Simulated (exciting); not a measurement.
# HfTi (P-6m2) in exciting: reference runs

Aim: a first look at HfTi with PBEsol, on the cell as given.

Program: exciting (release sodium). These are calculated values, not measurements. Logs are shortened: lines on timing, memory, paths and dates and some standing lists are left out, and cuts for length are marked.

## Step 1: The crystal as given

The structure is hexagonal, space group P-6m2 (No. 187). The conventional cell has a = 3.086 Å, b = 3.086 Å, c = 4.829 Å, α = 90.00°, β = 90.00°, γ = 120.00°. Around Hf (site symmetry -6m2) lie 6 Ti at 3.00 Å and 6 Hf at 3.09 Å. Ti (site symmetry -6m2) has 6 Hf at 3.00 Å and 6 Ti at 3.09 Å as nearest neighbours.

The cell comes from a database or a generator and needn't be the stable form of this composition.

## Step 2: Single point, PBEsol

The input, input.xml:

```xml
<input>
  <title>HfTi</title>
  <structure speciespath="./" tshift="false">
    <crystal scale="1">
      <basevect>5.831975064712 0.000000000000 0.000000000000</basevect>
      <basevect>-2.915987532356 5.050638560265 0.000000000000</basevect>
      <basevect>0.000000000000 0.000000000000 9.125977537391</basevect>
    </crystal>
    <species speciesfile="Hf.xml" rmt="2.3">
      <atom coord="0.666666666700 0.333333333300 0.500000000000"/>
    </species>
    <species speciesfile="Ti.xml" rmt="2">
      <atom coord="0.333333333300 0.666666666700 0.000000000000"/>
    </species>
  </structure>
  <groundstate do="fromscratch" ngridk="10 10 6" rgkmax="9" gmaxvr="14" lmaxapw="10" lmaxmat="10" lmaxvr="8" xctype="GGA_PBE_SOL" stype="Fermi Dirac" swidth="0.00183747" nempty="18" ValenceRelativity="iora*" epsengy="1e-05" epspot="1e-05" maxscl="60" tforce="true" outputlevel="normal"/>
</input>
```

Potentials or basis: all-electron LAPW+lo, shipped species files, valence relativity iora*.

Run with:

```console
$ OMP_NUM_THREADS=1 exciting_smp
```

INFO.OUT:

```text
================================================================================
EXCITING SODIUM started
[... 10 lines left out ...]

 Lattice vectors (cartesian) :
      5.8319750647      0.0000000000      0.0000000000
     -2.9159875324      5.0506385603      0.0000000000
      0.0000000000      0.0000000000      9.1259775374

 Reciprocal lattice vectors (cartesian) :
      1.0773683422      0.6220189024     -0.0000000000
      0.0000000000      1.2440378048      0.0000000000
      0.0000000000     -0.0000000000      0.6884944962

 Unit cell volume                           :     268.8074766246
 Brillouin zone volume                      :       0.9227801866

 Species :    1 (Hf)
     parameters loaded from                 :    Hf.xml
     name                                   :    hafnium
     nuclear charge                         :     -72.00000000
     electronic charge                      :      72.00000000
     atomic mass                            :  325367.36570000
     muffin-tin radius                      :       2.30000000
     # of radial points in muffin-tin       :     450

     atomic positions (lattice) :
       1 :   0.66666667  0.33333333  0.50000000

 Species :    2 (Ti)
     parameters loaded from                 :    Ti.xml
     name                                   :    titanium
     nuclear charge                         :     -22.00000000
     electronic charge                      :      22.00000000
     atomic mass                            :   87256.20311000
     muffin-tin radius                      :       2.00000000
     # of radial points in muffin-tin       :     350

     atomic positions (lattice) :
       1 :   0.33333333  0.66666667  0.00000000

 Total number of atoms per unit cell        :       2

 Spin treatment                             :    spin-unpolarised

 Number of Bravais lattice symmetries       :      24
 Number of crystal symmetries               :      12

 k-point grid                               :      10   10    6
 Total number of k-points                   :      88
 k-point set is reduced with crystal symmetries

 R^MT_min * |G+k|_max (rgkmax)              :       9.00000000
 Species with R^MT_min                      :       2 (Ti)
 Maximum |G+k| for APW functions            :       4.50000000
 Maximum |G| for potential and density      :      14.00000000

 G-vector grid sizes                        :      27    27    45
 Total number of G-vectors                  :   12359

 Maximum angular momentum used for
     APW functions                          :      10
     computing H and O matrix elements      :      10
     potential and density                  :       8
     inner part of muffin-tin               :       2

 Total nuclear charge                       :     -94.00000000
 Total electronic charge                    :      94.00000000
 Total core charge                          :      56.00000000
 Total valence charge                       :      38.00000000

 Number of empty states                     :      18
 Total number of valence states             :      38

 Maximum Hamiltonian size                   :     464
 Maximum number of plane-waves              :     424
 Total number of local-orbitals             :      40

 Exchange-correlation type                  :      22
     PBEsol, Phys. Rev. Lett. 100, 136406 (2008)
     Generalised gradient approximation (GGA)

[... 20 lines left out ...]
+ SCF iteration number :    1                                                  +
++++++++++++++++++++++++++++++++++++++++++++++++++++++++++++++++++++++++++++++++
 Total energy                               :    -15929.50957272
 _______________________________________________________________
 Fermi energy                               :         0.37150392
 Kinetic energy                             :     17753.47746089
 Coulomb energy                             :    -33336.82140736
 Exchange energy                            :      -340.21990807
 Correlation energy                         :        -5.94571818

 DOS at Fermi energy (states/Ha/cell)       :        51.20125439

 Electron charges :
     core                                   :        56.00000000
     core leakage                           :         0.00001634
     valence                                :        38.00000000
     interstitial                           :         5.53503651
     charge in muffin-tin spheres :
                  atom     1    Hf          :        69.05622286
                  atom     2    Ti          :        19.40874063
     total charge in muffin-tins            :        88.46496349
     total charge                           :        94.00000000

++++++++++++++++++++++++++++++++++++++++++++++++++++++++++++++++++++++++++++++++
+ SCF iteration number :    2                                                  +
++++++++++++++++++++++++++++++++++++++++++++++++++++++++++++++++++++++++++++++++
 Total energy                               :    -15944.00364395
 _______________________________________________________________
 Fermi energy                               :         0.36961953
 Kinetic energy                             :     17744.43927883
 Coulomb energy                             :    -33342.02240621
 Exchange energy                            :      -340.47192416
 Correlation energy                         :        -5.94859241

 DOS at Fermi energy (states/Ha/cell)       :        55.19828476

 Electron charges :
     core                                   :        56.00000000
     core leakage                           :         0.00001579
     valence                                :        38.00000000
     interstitial                           :         5.44463383
     charge in muffin-tin spheres :
                  atom     1    Hf          :        69.19139329
                  atom     2    Ti          :        19.36397288
     total charge in muffin-tins            :        88.55536617
     total charge                           :        94.00000000
[... 383 lines left out ...]
++++++++++++++++++++++++++++++++++++++++++++++++++++++++++++++++++++++++++++++++
+ SCF iteration number :   16                                                  +
++++++++++++++++++++++++++++++++++++++++++++++++++++++++++++++++++++++++++++++++
 Total energy                               :    -15946.15337613
 _______________________________________________________________
 Fermi energy                               :         0.37338130
 Kinetic energy                             :     17742.99346877
 Coulomb energy                             :    -33342.62528229
 Exchange energy                            :      -340.57226593
 Correlation energy                         :        -5.94929667

 DOS at Fermi energy (states/Ha/cell)       :        55.51427451

 Electron charges :
     core                                   :        56.00000000
     core leakage                           :         0.00001566
     valence                                :        38.00000000
     interstitial                           :         5.31864870
     charge in muffin-tin spheres :
                  atom     1    Hf          :        69.20515593
                  atom     2    Ti          :        19.47619538
     total charge in muffin-tins            :        88.68135130
     total charge                           :        94.00000000

 RMS change in effective potential (target) :  0.379449E-07  ( 0.100000E-04)
 Absolute change in total energy   (target) :  0.620616E-05  ( 0.100000E-04)
 Charge distance                   (target) :  0.412065E-08  ( 0.100000E-04)
 Abs. change in max-nonIBS-force   (target) :   0.00000      ( 0.500000E-04)

++++++++++++++++++++++++++++++++++++++++++++++++++++++++++++++++++++++++++++++++
| Convergency criteria checked for the last 2 iterations                       +
| Convergence targets achieved. Performing final SCF iteration                 +
++++++++++++++++++++++++++++++++++++++++++++++++++++++++++++++++++++++++++++++++
 Total energy                               :    -15946.15337354
 _______________________________________________________________
 Fermi energy                               :         0.37338130
 Kinetic energy                             :     17742.99347239
 Coulomb energy                             :    -33342.62528323
 Exchange energy                            :      -340.57226602
 Correlation energy                         :        -5.94929667

 DOS at Fermi energy (states/Ha/cell)       :        55.51427774

 Electron charges :
     core                                   :        56.00000000
     core leakage                           :         0.00001566
     valence                                :        38.00000000
     interstitial                           :         5.31864858
     charge in muffin-tin spheres :
                  atom     1    Hf          :        69.20515583
                  atom     2    Ti          :        19.47619559
     total charge in muffin-tins            :        88.68135142
     total charge                           :        94.00000000

++++++++++++++++++++++++++++++++++++++++++++++++++++++++++++++++++++++++++++++++
+ Self-consistent loop stopped                                                 +
++++++++++++++++++++++++++++++++++++++++++++++++++++++++++++++++++++++++++++++++
 STATE.OUT is written

--------------------------------------------------------------------------------
- Writing atomic positions and forces                                          -
--------------------------------------------------------------------------------

 Atomic positions (lattice) :
 atom     1  Hf  :     0.66666667    0.33333333    0.50000000
 atom     2  Ti  :     0.33333333    0.66666667    0.00000000

 Total atomic forces including IBS (cartesian) :
 atom     1  Hf  :    -0.00000000   -0.00000000    0.00000000
 atom     2  Ti  :     0.00000000    0.00000000    0.00000000

 Atomic force components including IBS (cartesian) :
 atom     1  Hf  :    -0.00000000   -0.00000000    0.00000000   HF force
                 :    -0.00000000    0.00000000    0.00000000   core correction
                 :     0.00000000    0.00000000    0.00000000   IBS correction
 atom     2  Ti  :     0.00000000    0.00000000    0.00000000   HF force
                 :     0.00000000   -0.00000000    0.00000000   core correction
                 :    -0.00000000    0.00000000    0.00000000   IBS correction

********************************************************************************
* Groundstate module stopped                                                   *
********************************************************************************

================================================================================
| EXCITING SODIUM stopped                                                      =
================================================================================
```

Wall time 6.1 min (1 thread of Arm Neoverse V2, shared host); peak memory 0.14 GiB.

What came out:

- Free energy: -433916.9552 eV
- Band gap on the k mesh: none (metal or under the smearing width)
- All electrons inside the program's atomic spheres: Hf 69.21; Ti 19.48 (radii Hf 2.3, Ti 2.0 bohr)

Caveat: the log's total energy holds no entropy term; the free energy is that total less TS from the occupations. The run has no spin-orbit coupling, so splittings on Hf are missing.
